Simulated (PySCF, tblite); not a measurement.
# C5H9BO2S: geometry, infrared bands and NMR shifts

Aim: predict the infrared bands and NMR shifts of C5H9BO2S (`C=CS[C@H]1CCOBO1`).

Computed with tblite 0.8.0 and PySCF 2.14.0, with density-fitted response routines of our own, on a single molecule in the gas phase. Atoms count from 0, in the outputs and in this text.

## (1) Starting geometry

18 atoms, charge 0, multiplicity 1; geometry from: force field or distance geometry start.

Bonds of the start (Å): C0–C1 1.34, C1–S2 1.79, S2–C3 1.82, C3–C4 1.47, C4–C5 1.49, C5–O6 1.36, O6–B7 1.46, B7–O8 1.45, O8–C3 1.37, C0–H9 1.09, C0–H10 1.09, C1–H11 1.10, C3–H12 1.15, C4–H13 1.10, C4–H14 1.13, C5–H15 1.12, C5–H16 1.12, B7–H17 1.19.

## (2) Relaxing the molecule with GFN2-xTB

The job: settings as JSON, then the geometry in Å.

```
{"job": {"kind": "relax", "xc": "GFN2-xTB", "basis": "xTB"}, "charge": 0, "multiplicity": 1}
C      3.866500     0.162800    -0.433200
C      2.598800    -0.258900    -0.300700
S      1.313100     0.972200    -0.091900
C     -0.153500     0.005600     0.391300
C     -1.368600     0.798800     0.631300
C     -2.543600     0.559900    -0.258500
O     -2.465300    -0.436900    -1.175300
B     -1.581900    -1.491900    -0.680000
O     -0.212800    -1.074500    -0.454800
H      4.697100    -0.526500    -0.551500
H      4.079500     1.233100    -0.430200
H      2.361900    -1.330000    -0.291100
H      0.138300    -0.441900     1.407000
H     -1.692800     0.700600     1.677600
H     -1.086800     1.884600     0.519200
H     -3.424900     0.354900     0.408700
H     -2.772400     1.518100    -0.787400
H     -1.761500    -2.623800    -1.005800
```

Launch:

```bash
$ OMP_NUM_THREADS=1 python probes_run.py task.json out
```

This one command runs all jobs of the session in turn.

**Question.** This job is followed by: GFN2-xTB harmonic vibrations, gas phase; GIAO PBE0/pcSseg-1 NMR shielding, non-relativistic, gas phase. Predict these results of the whole session: strongest single infrared mode (GFN2-xTB); zero-point energy (GFN2-xTB); 13C shifts against TMS (PBE0/pcSseg-1); 1H shifts against TMS (PBE0/pcSseg-1); 33S shifts against CS2 (PBE0/pcSseg-1); 17O shifts against H2O (PBE0/pcSseg-1); 11B shifts against BF3·OEt2 (PBE0/pcSseg-1); surface potential, 1st and 99th percentile.

**Answer**, as computed:

| quantity | value |
| --- | --- |
| strongest single infrared mode (GFN2-xTB) | 1138 cm⁻¹, 362 km/mol |
| zero-point energy (GFN2-xTB) | 85.8 kcal/mol |
| 13C shifts against TMS (PBE0/pcSseg-1) | 141.3, 116.6, 79.8, 61.2, 34.2 ppm |
| 1H shifts against TMS (PBE0/pcSseg-1) | 6.89, 5.70, 5.58, 5.42, 4.67, 4.14, 4.01, 2.32, 1.89 ppm |
| 33S shifts against CS2 (PBE0/pcSseg-1) | 153 ppm |
| 17O shifts against H2O (PBE0/pcSseg-1) | 156.6, 132.2 ppm |
| 11B shifts against BF3·OEt2 (PBE0/pcSseg-1) | 23.4 ppm |
| surface potential, 1st and 99th percentile | -1.21 V and 1.10 V |

In words: Over 112 steps the energy fell by 1.882 eV; of the close pairs, O6–B7 changed most, 1.462 to 1.341 Å. No mode is imaginary among the 48: a minimum at this level. The strongest single mode, at 1138 cm⁻¹, is spread over many atoms; the largest shares are those of B7, O8. GFN2-xTB is a fitted tight-binding method: band positions and strengths are rough. Its intensities can rank the bands wrongly. The most deshielded carbon is C1 (alkene CH), at 141.3 ppm: as expected for a trigonal carbon in a double bond. The most deshielded hydrogen is H11 (hydrogen on an alkene CH), at 6.89 ppm: attached to an sp2 carbon and in the plane of the double bond. At PBE0/pcSseg-1: The largest span, 330 ppm, is at S2, where the paramagnetic term is -709 ppm.
